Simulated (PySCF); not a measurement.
**RuH₃: quartet, from a trigonal planar start**

The task is one start of a wider search on RuH₃: the quartet, built as trigonal planar. It is relaxed, tested by its Hessian and followed downhill if it is a saddle.

Program: PySCF 2.14.0. Level of theory: PBE0, basis Ru x2c-TZVPall, H x2c-TZVPall, spin-free X2C, no spin–orbit coupling, density fitting. These are calculated values, not measurements.

## Step 1: The starting structure

4 atoms, charge 0, spin multiplicity 4.

Bond lengths: Ru1–H2 1.570 Å, Ru1–H3 1.570 Å, Ru1–H4 1.570 Å. Angles: H2–Ru1–H3 120.0°, H2–Ru1–H4 120.0°, H3–Ru1–H4 120.0°.

```xyz
4
charge 0 multiplicity 4
Ru    0.0000    0.0000    0.0000
H     1.5700    0.0000    0.0000
H    -0.7850    1.3597    0.0000
H    -0.7850   -1.3597    0.0000
```

## Step 2: Trigonal planar start, quartet: relaxation

The steps below are one call of a driver around PySCF. For each, scf.py gives the equivalent set-up of the SCF; relaxations use the driver's own optimiser. Before each start the driver seeks the lowest SCF state from one or more starting densities and follows internal instabilities, so scf.py alone need not reach the same state.

The program finds D3h symmetry in the start, which this walk keeps. Threshold on the gradient: 0.0003 Eh/bohr, with a further test on the energy change.

File scf.py:

```python
from pyscf import gto, scf, dft
mol = gto.M(atom='''
Ru     0.000000    -0.000000    -0.000000
H      1.570023    -0.000020    -0.000000
H     -0.784994     1.359690     0.000000
H     -0.785029    -1.359670    -0.000000''',
    basis={'Ru': 'x2c-TZVPall', 'H': 'x2c-TZVPall'},
    nucmod='G',
    charge=0, spin=3)
mf = dft.UKS(mol, xc='PBE0')
mf.grids.atom_grid = (50, 194)
aux = {'Ru': 'AutoAux', 'H': 'AutoAux'}  # AutoAux: made from the orbital basis
mf = mf.density_fit(auxbasis=aux).sfx2c1e()
mf.kernel()
```

After this run come: Releasing the symmetry; Frequencies.

What does the calculation give? Wanted: minimum; geometry; wavenumbers; dipole moment; highest occupied, lowest empty level; polar-tensor charge of Ru1; zero-point energy; ⟨S²⟩.

The runs gave:

| quantity | value |
| --- | --- |
| minimum | quartet, C2v |
| geometry | Ru–H 1.560 Å, Ru–H 1.679 Å (×2); H–Ru–H 106.3° (×2), H–Ru–H 147.3° |
| wavenumbers (cm⁻¹) | 105 (b2), 286 (b1), 850 (a1), 1657 (b2), 1884 (a1), 2138 (a1) |
| dipole moment | 0.44 D |
| highest occupied, lowest empty level (either spin) | -6.90, -3.40 eV |
| polar-tensor charge of Ru1 | +0.64 e |
| zero-point energy | 41.4 kJ/mol |
| entropy at 298.15 K | 262.3 J/(mol K) |
| ⟨S²⟩ | 3.766 |

**Reading.** From D3h at the start the molecule goes to a C2v minimum. The strongest infrared band lies at 1657 cm⁻¹ (b2, stretch). Most of the spin sits on Ru1 (Mulliken spin 2.85, against 3 for the whole molecule). Other starts or spin states, not run here, may lie lower. One determinant may miss the lowest occupation of an open d or f shell.
